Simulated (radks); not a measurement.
# Valence configurations of I

An exercise on one series of results from a longer session: the logs are not shown, and one member is left open.

The numbers are computed with radks (a radial shooting solver on a logarithmic mesh, Libxc functionals) version 1 (Dirac Kohn-Sham, LDA (Slater exchange, Perdew-Wang correlation), spin-unpolarised, spherical densities, point nucleus; open shells are shared between the two j in proportion to 2j + 1), except any that are marked as measured or tabulated.

## The atom as given

* element: iodine (Z = 53)
* charge: 0
* electrons: 53
* configuration: [Kr] 4d10 5s2 5p5
* others tried: 4d9 5s2 5p6; 4d9.5 5s2 5p5.5; 4d10 5s1 5p6

Outer shells as boxes (Hund's rule):

I
```
[Kr] core
4d [↑↓][↑↓][↑↓][↑↓][↑↓]
5s [↑↓]
5p [↑↓][↑↓][↑ ]
```

Set-up of the first run:

Input:

```text
Z 53
configuration [Kr] 4d10 5s2 5p5
relativity Dirac
functional lda,pw
spin unpolarised
j_filling average
nucleus point
c 137.035999084
```

Among the steps run: [Kr] 4d10 5s2 5p5.

One of the session's tables, all rows but one given; the rest of the session is left out.

It belongs to the step «[Kr] 4d10 5s2 5p5». Sizes of the orbitals, from the radial functions (bohr):

```
level     <r>  outermost maximum (interpolated)  90 % within  nodes
4s1/2  0.7401                             0.681         1.07      3
4p1/2  0.7728                             0.698         1.13      2
4p3/2  0.8015                             0.723         1.17      2
4d3/2  0.9158                             0.773         1.40      1
4d5/2       ?                                 ?            ?      ?
5s1/2   1.958                              1.70         2.87      4
5p1/2   2.384                              1.96         3.60      3
5p3/2   2.512                              2.05         3.81      3
```

Estimate the missing values for 4d5/2.

The run gave: <r>: 0.9275; outermost maximum (interpolated): 0.782; 90 % within: 1.42; nodes: 1. In the column «<r>» it lies between 4d3/2 (0.9158) and 5s1/2 (1.958).
